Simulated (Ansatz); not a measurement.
# GePH (triplet): from Hartree-Fock to the top rungs at a displaced geometry (v1), cc-pVDZ

How much of the correlation energy of GePH (triplet) does each wave-function method recover here?

Computed with Ansatz 0.2.0, Gaussian basis. Level: cc-pVDZ, core rule «outside noble gas», up to 19 orbitals frozen.

To be run: UHF; CCSD(T) on ROHF; CCSD(T) on UHF; BCCD(T) on ROHF; CISD; CCSDT(Q) on ROHF; CCSDT(Q) on UHF; CASSCF and MRCISD+Q, 10 electrons in 9 orbitals; CASSCF and NEVPT2, 10 electrons in 9 orbitals.

17 further runs of the same task are left out: 4 that didn't finish, 13 set aside as unsound or not needed.

## Step 1: The geometry

The geometry is a PBE0/def2-TZVP stationary point (not a proven minimum) with its atoms shifted at random (size 0.040 Å). No spin-orbit coupling is included. The filled d shell of Ge may be among the frozen orbitals whatever the setting's name suggests; the logs give the count.

3 atoms, charge 0, spin multiplicity 3.

Atoms are counted from 1 here; the program's logs count them from 0.

Bond lengths: Ge1–P2 2.331 Å, Ge1–H3 1.639 Å. Angles: P2–Ge1–H3 90.8°.

## Step 2: UHF

The input, in.yaml:

```yaml
crystal:
  periodic: [false, false, false]
  atoms:
    - {symbol: Ge, position_ang: [-0.000207, -0.027296, 0.689651]}
    - {symbol: P, position_ang: [-0.001041, 0.011608, -1.641460]}
    - {symbol: H, position_ang: [0.046923, 1.610482, 0.740081]}
basis:
  gaussian: {orbitals: cc-pVDZ}
magnetization: {spin_polarized: true, initial_magnetization: 2}
hamiltonian: {xc: hf}
output: {orbitals: {seedname: orbitals}}
```

Run with:

```console
> ansatz run in.yaml --threads 1 --pin off --events-out ev --progress --plain --max-ram 2393MiB
```

After this run come: CCSD(T) on ROHF; CCSD(T) on UHF; BCCD(T) on ROHF; CISD; CCSDT(Q) on ROHF; CCSDT(Q) on UHF; CASSCF and MRCISD+Q, 10 electrons in 9 orbitals; CASSCF and NEVPT2, 10 electrons in 9 orbitals.

Before running them: what should the planned runs give, taken together? Wanted: UCCSDT(Q) below the RHF energy; RMP2 from UCCSDT(Q); UMP2 from UCCSDT(Q); RCCSD from UCCSDT(Q); RCCSD(T) from UCCSDT(Q); UCCSD(T) from UCCSDT(Q); RCCSDT(Q) from UCCSDT(Q); NEVPT2 valence from UCCSDT(Q); MRCISD+Q valence from UCCSDT(Q).

**Answer**, as computed:

```
                         quantity                                        value
   UCCSDT(Q) below the RHF energy                                   -5.4569 eV
              RMP2 from UCCSDT(Q)                                +117.7 kJ/mol
              UMP2 from UCCSDT(Q)                                +120.1 kJ/mol
             RCCSD from UCCSDT(Q)                                 +20.6 kJ/mol
          RCCSD(T) from UCCSDT(Q)                                  +4.8 kJ/mol
          UCCSD(T) from UCCSDT(Q)                                  +4.9 kJ/mol
         RCCSDT(Q) from UCCSDT(Q)                                  +0.1 kJ/mol
    NEVPT2 valence from UCCSDT(Q)                                 +95.1 kJ/mol
  MRCISD+Q valence from UCCSDT(Q)                                  +2.5 kJ/mol
levels within 1 kcal/mol (43 meV)  RCCSDT, UCCSDT, RCCSDT(Q), MRCISD+Q valence
                    T1 diagnostic                                        0.028
   effectively unpaired electrons                                         2.05
```

**Reading.** RCCSD(T) misses by +4.8 kJ/mol, 0.9 % of the correlation energy. One determinant dominates. Of the multireference levels listed MRCISD+Q valence comes nearest in total energy (+2.5 kJ/mol), which doesn't show that its space is the better one. Coupled cluster took another determinant than the lowest Hartree-Fock one. These misses are within one basis, not against nature; the frozen cores of restricted and unrestricted runs differ, which can shift their rows.
